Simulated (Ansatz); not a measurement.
Set up this calculation in Ansatz 0.2.0, as the native input.

| Quantity | Value |
| --- | --- |
| Task | single point |
| Functional | PBE |
| Potentials or basis | Ansatz PAW |
| Cutoff | 420 eV (not typed: the program's choice for these potentials) |
| k mesh | 6 × 6 × 6 |
| Occupations | fermi-dirac, width 0.05 eV |
| Spin | no spin polarisation |

Crystal: RbMgNbO3.

```xyz
6
Lattice="4.1076 -3.2212 0.0000 4.1076 3.2212 0.0000 -1.5786 0.0000 4.9759" Properties=species:S:1:pos:R:3 pbc="T T T"
Nb   -0.6675    0.0000    4.5025
Rb    3.2814    0.0000    2.4876
Mg    6.5562    0.0000    0.8306
O     5.5598    1.6066    0.2999
O     5.5598   -1.6066    0.2999
O     6.8287    0.0000    2.7754
```

The cell comes from a database or a generator and needn't be the stable form of this composition.

One way to write it, as run:

input.yaml

```yaml
crystal:
  lattice:
    - [4.1075982116, -3.2211924148, 0.0]
    - [4.1075982116, 3.2211924148, 0.0]
    - [-1.5785830165, 0.0, 4.9759404912]
  atoms:
    - { symbol: Nb, position: [0.09261697, 0.09261697, 0.90484652] }
    - { symbol: Rb, position: [0.49548894, 0.49548894, 0.4999296] }
    - { symbol: Mg, position: [0.83012586, 0.83012586, 0.16691819] }
    - { symbol: O, position: [0.43896766, 0.9377299, 0.06026676] }
    - { symbol: O, position: [0.9377299, 0.43896766, 0.06026676] }
    - { symbol: O, position: [0.93840368, 0.93840368, 0.55777216] }
hamiltonian:
  xc: pbe
  pseudopotentials: { kind: paw }
kpoints:
  mp_grid: { grid: [6, 6, 6] }
scf:
  occupations: { method: fermi_dirac, width: 0.05 }
output:
  forces: true
  stress: true
  eigenvalues: true
  write_density: true
  write_potential: true
  elf: true
  volumetric_format: npy
```

Potentials or basis: Ansatz PAW.

Launch:

```console
$ ansatz run input.yaml --threads 2 --pin off --max-ram 5120MiB --backend cpu --events-out ev --progress --plain --runs-dir out
```

Results of the run:

* Pressure: -0.7 GPa
* Largest force: 0.624 eV/Å
* Band gap on the k mesh: 1.91 eV, indirect (least direct gap 1.95 eV)

Run time: 16 s on 2 threads of Intel(R) Xeon(R) Platinum 8259CL CPU @ 2.50GHz (Skylake/Cascade Lake), with other jobs on the host, peak memory 0.57 GiB.
